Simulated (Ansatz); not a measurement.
A run of Ansatz 0.2.0:

File input.yaml:

```yaml
crystal:
  lattice:
    - [4.3573, 0.0, 0.0]
    - [-2.17865, 3.77354, 0.0]
    - [0.0, 0.0, 6.81847]
  atoms:
    - { symbol: Na, position: [0.0, 0.0, 0.5] }
    - { symbol: Sb, position: [0.66667, 0.33333, 0.81632] }
    - { symbol: Sb, position: [0.33333, 0.66667, 0.18368] }
    - { symbol: Au, position: [0.0, 0.0, 0.0] }
hamiltonian:
  xc: r2scan
  pseudopotentials: { kind: paw }
kpoints:
  mp_grid: { grid: [5, 5, 3] }
  band_path:
    path:
      - [[0.0, 0.0, 0.0], [0.5, 0.0, 0.0], [0.3333333333, 0.3333333333, 0.0], [0.0, 0.0, 0.0], [0.0, 0.0, 0.5], [0.5, 0.0, 0.5], [0.3333333333, 0.3333333333, 0.5], [0.0, 0.0, 0.5]]
      - [[0.5, 0.0, 0.5], [0.5, 0.0, 0.0]]
      - [[0.3333333333, 0.3333333333, 0.0], [0.3333333333, 0.3333333333, 0.5]]
    npoints: 14
scf:
  occupations: { method: fermi_dirac, width: 0.05 }
  n_extra_bands: 10
output:
  forces: true
  stress: true
  eigenvalues: true
  fatbands: false
```

Potentials or basis: Ansatz PAW.

Command:

```console
$ ansatz run input.yaml --threads 2 --pin off --max-ram 5632MiB --backend cpu --events-out ev --progress --plain --runs-dir out
```

Hardware: 2 threads of Arm Neoverse V2, on a shared host.

How long does it take, and how much memory?

Wall time 14 s on 2 threads of Arm Neoverse V2 (shared host), peak memory 0.72 GiB. Counts: scf iterations 7, plane waves 2827, k points 12, bands 39.
